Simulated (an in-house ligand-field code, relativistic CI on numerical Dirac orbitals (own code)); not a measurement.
# d5 in a ligand field: terms against the cubic field

Aim: the terms of a d5 shell from Racah B and C and the field, by exact diagonalisation.

Method: parametric ligand-field model of a d^n configuration (Racah B and C, spin-orbit zeta, crystal field), exact diagonalisation. Code: an in-house ligand-field code version 1.

**1. What is computed**

```
shell        : d5
set 1 (cm⁻¹) : B = 640, C = 2480, Oh, 10Dq = 640
set 2 (cm⁻¹) : B = 640, C = 2480, Oh, 10Dq = 1920
set 3 (cm⁻¹) : B = 640, C = 2480, Oh, 10Dq = 3200
set 4 (cm⁻¹) : B = 640, C = 2480, Oh, 10Dq = 4480
set 5 (cm⁻¹) : B = 640, C = 2480, Oh, 10Dq = 5760
set 6 (cm⁻¹) : B = 640, C = 2480, Oh, 10Dq = 7040
set 7 (cm⁻¹) : B = 640, C = 2480, Oh, 10Dq = 8320
set 8 (cm⁻¹) : B = 640, C = 2480, Oh, 10Dq = 9600
```

**2. Set 1**

Settings, as recorded:

```ini
n = 5
racah_B = 640  # cm-1
racah_C = 2480  # cm-1
zeta = 0  # cm-1
symmetry = Oh
field = {"10Dq": 640}  # cm-1
```

**3. Set 2**

Settings, as recorded:

```ini
n = 5
racah_B = 640  # cm-1
racah_C = 2480  # cm-1
zeta = 0  # cm-1
symmetry = Oh
field = {"10Dq": 1920}  # cm-1
```

**4. Set 3**

Settings, as recorded:

```ini
n = 5
racah_B = 640  # cm-1
racah_C = 2480  # cm-1
zeta = 0  # cm-1
symmetry = Oh
field = {"10Dq": 3200}  # cm-1
```

**5. Set 4**

Settings, as recorded:

```ini
n = 5
racah_B = 640  # cm-1
racah_C = 2480  # cm-1
zeta = 0  # cm-1
symmetry = Oh
field = {"10Dq": 4480}  # cm-1
```

**6. Set 5**

Settings, as recorded:

```ini
n = 5
racah_B = 640  # cm-1
racah_C = 2480  # cm-1
zeta = 0  # cm-1
symmetry = Oh
field = {"10Dq": 5760}  # cm-1
```

**7. Set 6**

Settings, as recorded:

```ini
n = 5
racah_B = 640  # cm-1
racah_C = 2480  # cm-1
zeta = 0  # cm-1
symmetry = Oh
field = {"10Dq": 7040}  # cm-1
```

**8. Set 7**

Settings, as recorded:

```ini
n = 5
racah_B = 640  # cm-1
racah_C = 2480  # cm-1
zeta = 0  # cm-1
symmetry = Oh
field = {"10Dq": 8320}  # cm-1
```

**9. Set 8**

Settings, as recorded:

```ini
n = 5
racah_B = 640  # cm-1
racah_C = 2480  # cm-1
zeta = 0  # cm-1
symmetry = Oh
field = {"10Dq": 9600}  # cm-1
```

(Steps that only read results are left out.)

Q: Predict the outcome of this session. Wanted: lowest terms; sets at their largest spin, of those that allow S over 1.

**Answer**, as computed:

| set | 10Dq/B (size) | lowest | S | electrons in z² and x²-y² | first level of the same spin (cm⁻¹) |
| --- | --- | --- | --- | --- | --- |
| 1: Oh | 1.0 | 6A1 | 2.50 | 2.00 | - |
| 2: Oh | 3.0 | 6A1 | 2.50 | 2.00 | - |
| 3: Oh | 5.0 | 6A1 | 2.50 | 2.00 | - |
| 4: Oh | 7.0 | 6A1 | 2.50 | 2.00 | - |
| 5: Oh | 9.0 | 6A1 | 2.50 | 2.00 | - |
| 6: Oh | 11.0 | 6A1 | 2.50 | 2.00 | - |
| 7: Oh | 13.0 | 6A1 | 2.50 | 2.00 | - |
| 8: Oh | 15.0 | 6A1 | 2.50 | 2.00 | - |

| quantity | value |
| --- | --- |
| lowest terms | 1: 6A1, 2: 6A1, 3: 6A1, 4: 6A1, 5: 6A1, 6: 6A1, 7: 6A1, 8: 6A1 |
| sets at their largest spin, of those that allow S over 1 | 1, 2, 3, 4, 5, 6, 7, 8 |

**Reading.** The lowest term stays 6A1 over this range. B, C and the field are free parameters here, not those of a compound.
